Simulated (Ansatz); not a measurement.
**CH4AlClF2Si: how energies converge with the basis set**

An exercise on one series of results from a longer session: the logs are not shown, and one member is left open.

Method: one geometry, several basis sets; program: Ansatz 0.2.0, Gaussian basis.

Plan: PBE0-D4/def2-SVP; ωB97M-V/def2-SVP; PBE0-D4/def2-QZVPP; ωB97M-V/def2-QZVPP; the functionals' def2-TZVPP values are taken from earlier runs.

**The relaxed structure**

An earlier PBE0-D4 in a triple-zeta def2 set relaxation fixed the geometry.

SMILES `F[CH]([SiH3])[Al]([F])[Cl]`, 10 atoms, charge 0, spin multiplicity 1.

Atoms are counted from 1 here; the program's logs count them from 0.

Bond lengths: F1–C2 1.406 Å, C2–Si3 1.894 Å, C2–Al4 1.962 Å, C2–H7 1.100 Å, Si3–H8 1.484 Å, Si3–H9 1.486 Å, Si3–H10 1.487 Å, Al4–F5 1.642 Å, Al4–Cl6 2.074 Å. Angles: F1–C2–Si3 109.5°, F1–C2–Al4 110.0°, F1–C2–H7 107.8°, Si3–C2–Al4 114.3°, Si3–C2–H7 107.1°, Al4–C2–H7 108.0°, C2–Si3–H8 110.7°, C2–Si3–H9 109.8°, C2–Si3–H10 107.0°, H8–Si3–H9 109.5°, H8–Si3–H10 110.5°, H9–Si3–H10 109.3°, C2–Al4–F5 117.7°, C2–Al4–Cl6 123.1°, F5–Al4–Cl6 119.2°.

Geometry (Å):

```
atom     x (Å)     y (Å)     z (Å)
  F1  -1.32403  -1.41938   0.17579
  C2  -0.53323  -0.39830  -0.37963
 Si3   1.29746  -0.79446  -0.09976
 Al4  -1.09712   1.34449   0.32242
  F5  -0.44780   2.68862  -0.36158
 Cl6  -2.43052   1.55490   1.89731
  H7  -0.70154  -0.39738  -1.46658
  H8   1.63365  -2.13569  -0.63988
  H9   1.60551  -0.75283   1.35352
 H10   2.08072   0.25884  -0.79841
```

The first run:

in.yaml reads:

```yaml
crystal:
  periodic: [false, false, false]
  atoms:
    - {symbol: F, position_ang: [-1.324028, -1.419380, 0.175792]}
    - {symbol: C, position_ang: [-0.533229, -0.398300, -0.379627]}
    - {symbol: Si, position_ang: [1.297455, -0.794460, -0.099758]}
    - {symbol: Al, position_ang: [-1.097123, 1.344489, 0.322424]}
    - {symbol: F, position_ang: [-0.447796, 2.688621, -0.361585]}
    - {symbol: Cl, position_ang: [-2.430518, 1.554899, 1.897305]}
    - {symbol: H, position_ang: [-0.701541, -0.397383, -1.466581]}
    - {symbol: H, position_ang: [1.633647, -2.135691, -0.639882]}
    - {symbol: H, position_ang: [1.605510, -0.752833, 1.353524]}
    - {symbol: H, position_ang: [2.080724, 0.258837, -0.798412]}
basis:
  gaussian: {orbitals: def2-SVP}
hamiltonian: {xc: pbe0, dispersion: d4}
output: {orbitals: {seedname: orbitals}}
```

Run with:

```
> ansatz run in.yaml --threads 4 --pin off --events-out ev --progress --plain --max-ram 10444MiB
```

Among the steps run: PBE0-D4 in def2-SVP; ωB97M-V in def2-SVP; PBE0-D4 in def2-QZVPP; ωB97M-V in def2-QZVPP.

One of the session's tables, all rows but one given; the rest of the session is left out.

It belongs to the step «Density functionals: the series». 

| functional | basis | HOMO (eV) |
| --- | --- | --- |
| PBE0-D4 | def2-SVP | ? |
| PBE0-D4 | def2-TZVPP | -8.38 |
| PBE0-D4 | def2-QZVPP | -8.41 |
| ωB97M-V | def2-SVP | -10.47 |
| ωB97M-V | def2-TZVPP | -10.60 |
| ωB97M-V | def2-QZVPP | -10.63 |

Q: Estimate the row for PBE0-D4, def2-SVP from the others.

The run gave: HOMO (eV): -8.28. In the column «HOMO (eV)» it is the highest.
